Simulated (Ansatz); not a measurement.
# Sr: straining the crystal, a shear that moves c along a

The task here is to estimate one member of a computed series from the others.

Method: DFT PBEsol, scalar-relativistic, plane waves, PAW, in Ansatz 0.2.0.

2 further runs of the same task are left out: 2 set aside as unsound or not needed.

### Starting point

Symmetry: P6_3/mmc, No. 194, hexagonal system. Conventional cell: a = 4.195 Å, b = 4.195 Å, c = 6.879 Å, α = 90.00°, β = 90.00°, γ = 120.00°. Around Sr (site symmetry -6m2) lie 12 Sr at 4.19 to 4.21 Å.

Coordinates:

```xyz
2
Lattice="4.1945 0.0000 0.0000 -2.0973 3.6326 0.0000 0.0000 0.0000 6.8785" Properties=species:S:1:pos:R:3 pbc="T T T"
Sr    0.0000    2.4217    1.7196
Sr    2.0973    1.2109    5.1589
```

It is the result of an earlier relaxation at this level (volume 52.40 Å³/atom; gap on the mesh: none (metal)).

Set-up of the first run:

File input.yaml:

```yaml
crystal:
  lattice:
    - [4.1945373725, 0.0, 0.0]
    - [-2.0972686862, 3.6325759217, 0.0]
    - [0.0, 0.0, 6.8785252927]
  atoms:
    - { symbol: Sr, position: [0.3333333333, 0.6666666667, 0.25] }
    - { symbol: Sr, position: [0.6666666667, 0.3333333333, 0.75] }
basis:
  ecutwfc: 420
kpoints:
  mp_grid: { grid: [12, 12, 8] }
hamiltonian:
  xc: pbesol
scf:
  occupations: { method: gaussian, width: 0.1 }
output:
  forces: true
  stress: true
  eigenvalues: true
```

Started as:

```bash
$ ansatz run input.yaml --threads 1 --pin off --max-ram 2560MiB --backend cpu --events-out ev --progress --plain --runs-dir out
```

Steps of the session up to this table: Reference cell for the strains; The cell strained by +1.0 %; The cell strained by +2.0 %; The cell strained by +3.0 %; Strain +4.0 %; The cell strained by +6.0 %.

One of the session's tables, all rows but one given; the rest of the session is left out.

Lengths are those of the vectors of the cell that was run; stresses in GPa:

| strain (%) | ΔE (meV/atom) |
| --- | --- |
| +0.0 | 0.0 |
| +1.0 | 0.1 |
| +2.0 | ? |
| +3.0 | 1.0 |
| +4.0 | 1.8 |
| +6.0 | 3.8 |

Estimate the missing values for strain (%) = +2.0.

Worked estimate for «ΔE (meV/atom)». A straight line through the neighbours (1.0, 0.1) and (3.0, 1.0) gives 0.1 + (1.0 − 0.1) × (2.0 − 1.0) / (3.0 − 1.0) = 0.6; a parabola fitted to 4 rows on both sides gives 0.4.

**Answer.** ΔE (meV/atom): 0.5. In «ΔE (meV/atom)» the line misses by +0.1 and the parabola by -0.1.

ΔE is over the unstrained cell. Stress in GPa, positive in compression, on the Cartesian axes of the input. 

To keep in mind: Warnings in the runs' records: stress scf threshold loose.
